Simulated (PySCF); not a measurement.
# ZrBr₂: structure of the singlet

Where does singlet ZrBr₂ go from a PBE0 minimum start, is the end point a minimum, and what are its modes, charges and moments?

Method: PBE0, basis Zr def2-SVP with ECP28, Br def2-SVP, scalar-relativistic core potentials, no spin–orbit coupling, density fitting; program: PySCF 2.14.0.

## 1. Starting geometry

3 atoms, charge 0, spin multiplicity 1.

Bond lengths: Zr1–Br2 2.455 Å, Zr1–Br3 2.455 Å. Angles: Br2–Zr1–Br3 137.5°.

Coordinates in bohr (charge 0 multiplicity 1):
```
Zr    0.0000    0.0000   -1.0708
Br    4.3235    0.0000    0.6100
Br   -4.3235    0.0000    0.6100
```

## 2. Finding the electronic state

The steps below are one call of a driver around PySCF. For each, scf.py gives the equivalent set-up of the SCF; relaxations use the driver's own optimiser. After this first run the driver tries any further starts and a stability analysis.

File scf.py:

```python
from pyscf import gto, scf, dft
mol = gto.M(atom='''
Zr     0.000000     0.000000    -0.566631
Br     2.287886    -0.000000     0.322773
Br    -2.287886     0.000000     0.322773''',
    basis={'Zr': 'def2-SVP', 'Br': 'def2-SVP'},
    ecp={'Zr': 'def2-SVP'},
    charge=0, spin=0)
mf = dft.RKS(mol, xc='PBE0')
mf.grids.atom_grid = (50, 194)
aux = {'Zr': 'def2-universal-JKFIT', 'Br': 'def2-universal-JKFIT'}
mf = mf.density_fit(auxbasis=aux)
mf.conv_tol = 1e-08
mf.diis_space = 10
mf.max_cycle = 60
mf.init_guess = 'minao'
mf.verbose = 4
mf.kernel()
```

Launch:

```bash
$ OMP_NUM_THREADS=2 python axn.py task.json out
```

What it wrote (excerpt; [...] marks lines left out):

```text
[... the frontier levels of the middle cycles are left out ...]
init E= -5186.15651910586
  HOMO = -0.442195213575722  LUMO = -0.437408191615322  gap/eV = 0.13026
cycle= 1 E= -5193.05328699346  delta_E= -6.9  |g|= 1.93  |ddm|= 4.42
  HOMO = 0.0385150725305049  LUMO = 0.0460150313800113  gap/eV = 0.20408
cycle= 2 E= -5192.05234962144  delta_E=    1  |g|= 2.27  |ddm|= 9.81
  HOMO = -0.161606919174738  LUMO = -0.144023261881864  gap/eV = 0.47848
cycle= 3 E= -5194.15338528712  delta_E= -2.1  |g|= 0.228  |ddm|= 9.28
cycle= 4 E= -5194.17051962128  delta_E= -0.0171  |g|= 0.0894  |ddm|= 0.567
cycle= 5 E= -5194.17653315744  delta_E= -0.00601  |g|= 0.0533  |ddm|=  0.4
cycle= 6 E= -5194.17856303677  delta_E= -0.00203  |g|= 0.0422  |ddm|= 0.161
cycle= 7 E= -5194.18050906491  delta_E= -0.00195  |g|= 0.0337  |ddm|= 0.192
cycle= 8 E= -5194.1830743796  delta_E= -0.00257  |g|= 0.0078  |ddm|= 0.461
cycle= 9 E= -5194.18303901521  delta_E= 3.54e-05  |g|= 0.011  |ddm|= 0.0447
cycle= 10 E= -5194.18317338549  delta_E= -0.000134  |g|= 0.00267  |ddm|= 0.0952
cycle= 11 E= -5194.18317787688  delta_E= -4.49e-06  |g|= 0.000411  |ddm|= 0.0178
cycle= 12 E= -5194.18317794265  delta_E= -6.58e-08  |g|= 9.03e-05  |ddm|= 0.000872
cycle= 13 E= -5194.18317794597  delta_E= -3.32e-09  |g|= 5.57e-05  |ddm|= 0.000771
  HOMO = -0.20227616005478  LUMO = -0.125102078597579  gap/eV = 2.10001
Extra cycle  E= -5194.18317794412  delta_E= 1.85e-09  |g|= 9.44e-05  |ddm|= 0.000313
converged SCF energy = -5194.18317794412
```

This step, with its further starts and checks, needed 7.8 s of wall time on 2 threads of Arm Neoverse N1, shared host.

No lower closed-shell solution turned up in the test of internal stability.

## 3. Relaxation: PBE0 minimum start, singlet

The program finds C2v symmetry in the start, which this walk keeps.

Changes to scf.py since step 2:

```diff
@@ -3,3 +3,3 @@
-Zr     0.000000     0.000000    -0.566631
-Br     2.287886    -0.000000     0.322773
-Br    -2.287886     0.000000     0.322773''',
+Zr     0.000000     0.000000    -0.566642
+Br     2.287886     0.000000     0.322762
+Br    -2.287886     0.000000     0.322762''',
@@ -16 +15,0 @@
-mf.init_guess = 'minao'
```

The optimiser's trace:

| step | energy (Eh) | change (kJ/mol) | largest symmetric gradient (Eh/bohr) |
| --- | --- | --- | --- |
| 0 | -5194.183178 | 0.00 | 0.00038 |
| 1 | -5194.183179 | 0.00 | 0.00015 |

The walk took 8.3 s.

Positions (Å) and forces (eV/Å) along the way:

```
step 0
Zr   0.000   0.000  -0.567   0.000   0.000  -0.015
Br   2.288   0.000   0.323   0.019   0.000   0.008
Br  -2.288   0.000   0.323  -0.019   0.000   0.008
step 1
Zr   0.000   0.000  -0.567   0.000   0.000  -0.006
Br   2.289   0.000   0.323   0.008   0.000   0.003
Br  -2.289   0.000   0.323  -0.008   0.000   0.003
```

It settles in C2v symmetry, 0.0 kJ/mol below the start, after 1 steps: Zr–Br 2.456 Å (×2); Br–Zr–Br 137.5°.

## 4. Frequencies

The point is checked on the finer grid, and tightened if its gradient asks for it. The Hessian and the dipole derivatives come from central differences of analytic gradients, with steps of 0.02 bohr.

Changes to scf.py since step 3:

```diff
@@ -3,3 +3,3 @@
-Zr     0.000000     0.000000    -0.566642
-Br     2.287886     0.000000     0.322762
-Br    -2.287886     0.000000     0.322762''',
+Zr     0.000000     0.000000    -0.566966
+Br     2.287669     0.000000     0.322949
+Br    -2.287669     0.000000     0.322949''',
@@ -10 +10 @@
-mf.grids.atom_grid = (50, 194)
+mf.grids.atom_grid = (75, 302)
@@ -13 +13 @@
-mf.conv_tol = 1e-08
+mf.conv_tol = 1e-10
```

The driver hands on the density of the step before, so the log starts near convergence.

Log of the central SCF (cycles and frontier levels):

```text
init E= -5194.1831881099
  HOMO = -0.202251680727358  LUMO = -0.125065573375985  gap/eV = 2.10034
cycle= 1 E= -5194.18318810992  delta_E= -2.18e-11  |g|= 1.38e-06  |ddm|= 8.93e-06
  HOMO = -0.202251696510103  LUMO = -0.125065674263901  gap/eV = 2.10034
Extra cycle  E= -5194.18318810993  delta_E= -5.46e-12  |g|= 1.5e-06  |ddm|= 6.09e-06
converged SCF energy = -5194.18318810993
```

The whole step took 52 s.

Geometry: C2v; Zr–Br 2.455 Å (×2); Br–Zr–Br 137.5°.

Harmonic modes (main isotopes):

```json
{"symmetry": "a1", "ω (cm⁻¹)": "46", "IR (km/mol)": "0.9", "μ (u)": "83.22"}
{"symmetry": "a1", "ω (cm⁻¹)": "252", "IR (km/mol)": "6.7", "μ (u)": "81.04"}
{"symmetry": "b2", "ω (cm⁻¹)": "326", "IR (km/mol)": "63.4", "μ (u)": "85.21"}
```

All wavenumbers are real: a minimum.

Constants and moments:

```yaml
Dipole_moment: 1.17 D
Highest_occupied_level: -5.50 eV
Lowest_empty_level: -3.40 eV
Rotational_constants: 0.3716, 0.02041, 0.01935 cm⁻¹
Zero-point_energy: 3.7 kJ/mol
Principal_polarisabilities: 93.1, 97.7, 112.6 bohr³
Atomisation_energy_without_zero-point_energy: 827 kJ/mol
Principal_traceless_quadrupole_moments_about_the_centre_of_mass: -3.92, 0.15, 3.76 D Å
Entropy_at_298.15_K_and_1_bar: 325.6 J/(mol K)
Heat_capacity_Cp_at_298.15_K: 55.7 J/(mol K)
Enthalpy_at_298.15_K_above_0_K: 14.42 kJ/mol
Rotational_symmetry_number: 2
```

Charges (e) and bond orders:

```csv
atom,Mulliken,Löwdin,polar tensor,Mayer order to Zr1
Zr1,0.41,-0.34,0.91,–
"Br2,3",-0.21,0.17,-0.45,1.36
```

Outer orbital energies (eV). occupied: -21.38, -10.67, -9.85, -9.37, -9.24, -9.09, -9.06, -5.50; empty: -3.40, -3.39, -2.48, -2.39.

Mulliken populations on Zr1 (outside its core potential): s 3.24, p 6.31, d 2.00, f 0.04.

## 5. A spin-polarised start

A stability analysis found the closed shell of the lowest minimum unstable towards spin polarisation, so the unrestricted solution is followed.

The program finds C2v symmetry in the start, which may break. The walk stops when the largest gradient is under 0.0003 Eh/bohr and the energy has settled too.

Changes to scf.py since step 4:

```diff
@@ -3,3 +3,3 @@
-Zr     0.000000     0.000000    -0.566966
-Br     2.287669     0.000000     0.322949
-Br    -2.287669     0.000000     0.322949''',
+Zr     0.000000     0.000000    -0.566968
+Br     2.287669     0.000000     0.322948
+Br    -2.287669     0.000000     0.322948''',
@@ -9,2 +9,2 @@
-mf = dft.RKS(mol, xc='PBE0')
-mf.grids.atom_grid = (75, 302)
+mf = dft.UKS(mol, xc='PBE0')
+mf.grids.atom_grid = (50, 194)
@@ -13 +13 @@
-mf.conv_tol = 1e-10
+mf.conv_tol = 1e-08
```

The optimiser's trace:

| step | energy (Eh) | change (kJ/mol) | largest gradient (Eh/bohr) |
| --- | --- | --- | --- |
| 0 | -5194.203019 | 0.00 | 0.00955 |
| 1 | -5194.203697 | -1.78 | 0.00436 |
| 2 | -5194.204081 | -2.79 | 0.00311 |
| 3 | -5194.204210 | -3.13 | 0.00336 |
| 4 | -5194.204386 | -3.59 | 0.00263 |
| 5 | -5194.204469 | -3.81 | 0.00116 |
| 6 | -5194.204486 | -3.85 | 0.00010 |
| 7 | -5194.204486 | -3.85 | 0.00002 |

The walk took 57 s.

Positions (Å) and forces (eV/Å) along the way:

```
step 0
Zr   0.000   0.000  -0.567   0.000   0.000  -0.223
Br   2.288   0.000   0.323   0.491   0.000   0.112
Br  -2.288   0.000   0.323  -0.491   0.000   0.112
step 1
Zr   0.000   0.000  -0.559   0.000   0.000  -0.013
Br   2.315   0.000   0.319   0.224   0.000   0.006
Br  -2.315   0.000   0.319  -0.224   0.000   0.006
step 4
Zr   0.000   0.000  -0.457   0.000   0.000   0.123
Br   2.398   0.000   0.268  -0.135   0.000  -0.061
Br  -2.398   0.000   0.268   0.135   0.000  -0.061
step 7
Zr   0.000   0.000  -0.413   0.000   0.000   0.001
Br   2.406   0.000   0.246   0.001   0.000   0.000
Br  -2.406   0.000   0.246  -0.001   0.000   0.000
```

End point (C2v, 7 steps, 3.9 kJ/mol gained): Zr–Br 2.495 Å (×2); Br–Zr–Br 149.4°.

## 6. Vibrations and properties at this point

As before: finer grid, then central differences.

Changes to scf.py since step 5:

```diff
@@ -3,3 +3,3 @@
-Zr     0.000000     0.000000    -0.566968
-Br     2.287669     0.000000     0.322948
-Br    -2.287669     0.000000     0.322948''',
+Zr     0.000000    -0.000000    -0.321698
+Br     2.444760    -0.000000     0.190048
+Br    -2.444760     0.000000     0.190048''',
@@ -10 +10 @@
-mf.grids.atom_grid = (50, 194)
+mf.grids.atom_grid = (75, 302)
@@ -13 +13 @@
-mf.conv_tol = 1e-08
+mf.conv_tol = 1e-10
```

Log of the central SCF (cycles and frontier levels):

```text
init E= -5194.20454396467
[... the frontier-level lines of each cycle are left out ...]
cycle= 1 E= -5194.20454396469  delta_E= -2.09e-11  |g|= 1.61e-06  |ddm|= 1.15e-05
Extra cycle  E= -5194.20454396469  delta_E= -3.64e-12  |g|= 2.33e-06  |ddm|= 9.74e-06
converged SCF energy = -5194.20454396469  <S^2> = 0.96215133  2S+1 = 2.2019549
```

The whole step needed 2 min of wall time on 2 threads of Arm Neoverse N1, shared host.

Geometry: C2v; Zr–Br 2.498 Å (×2); Br–Zr–Br 156.4°.

Modes, for the most abundant isotopes:

```tsv
symmetry	ω (cm⁻¹)	IR (km/mol)
a1	32	2.1
a1	222	2.9
b2	319	98.0
```

No imaginary mode, so this is a minimum.

Properties at this point:

```
Dipole moment                                                   : 1.01 D
Highest occupied level                                          : -5.89 eV
Lowest empty level                                              : -2.75 eV
Rotational constants                                            : 1.124, 0.01787, 0.01759 cm⁻¹
Zero-point energy                                               : 3.4 kJ/mol
Principal polarisabilities                                      : 71.7, 75.7, 106.1 bohr³
Atomisation energy without zero-point energy                    : 883 kJ/mol
Principal traceless quadrupole moments about the centre of mass : -9.92, 4.93, 4.99 D Å
Entropy at 298.15 K and 1 bar                                   : 326.2 J/(mol K)
Heat capacity Cp at 298.15 K                                    : 56.0 J/(mol K)
Enthalpy at 298.15 K above 0 K                                  : 14.63 kJ/mol
Rotational symmetry number                                      : 2
Spin squared ⟨S²⟩                                               : 0.962
```

Populations by atom (charges in e):

```
 atom  Mulliken  Löwdin  polar tensor  spin (Mulliken)  Mayer order to Zr1
  Zr1      0.54   -0.21          1.10            -0.01                   –
Br2,3     -0.27    0.10         -0.55             0.00                1.25
```

Outer orbital energies (eV). α occupied: -21.03, -10.46, -9.30, -9.09, -8.88, -8.81, -8.76, -5.89; empty: -2.75, -2.46, -2.18, -2.09. β occupied: -21.03, -10.46, -9.28, -9.11, -8.87, -8.77, -8.76, -6.00; empty: -2.74, -2.41, -2.28, -2.01.

Mulliken populations on Zr1 (outside its core potential): s 2.84, p 6.31, d 2.27, f 0.04.

## 7. The points found, side by side

| spin | group | bonds | imaginary modes (cm⁻¹) | ΔE (kJ/mol) | with zero-point energy |
| --- | --- | --- | --- | --- | --- |
| broken-symmetry (Ms = 0) | C2v | Zr–Br 2.498 Å (×2) | none | 0.0 | 0.0 |
| singlet | C2v | Zr–Br 2.455 Å (×2) | none | 56.1 | 56.4 |

## 8. What came out

| quantity | value |
| --- | --- |
| minimum | broken-symmetry (Ms = 0), C2v |
| geometry | Zr–Br 2.498 Å (×2); Br–Zr–Br 156.4° |
| wavenumbers (cm⁻¹) | 32 (a1), 222 (a1), 319 (b2) |
| dipole moment | 1.01 D |
| highest occupied, lowest empty level (either spin) | -5.89, -2.75 eV |
| polar-tensor charge of Zr1 | +1.10 e |
| zero-point energy | 3.4 kJ/mol |
| entropy at 298.15 K | 326.2 J/(mol K) |
| atomisation energy (no zero-point energy) | 883 kJ/mol |
| ⟨S²⟩ | 0.962 |

The molecule stays C2v, as typed, and the end point is a minimum. The determinant is spin-contaminated (⟨S²⟩ = 0.96 against 0.00), so it is no pure spin state. The strongest infrared band lies at 319 cm⁻¹ (b2, stretch). Only this shape and spin were tried, so other structures or states may lie lower.

The search up to here took 4.5 min.
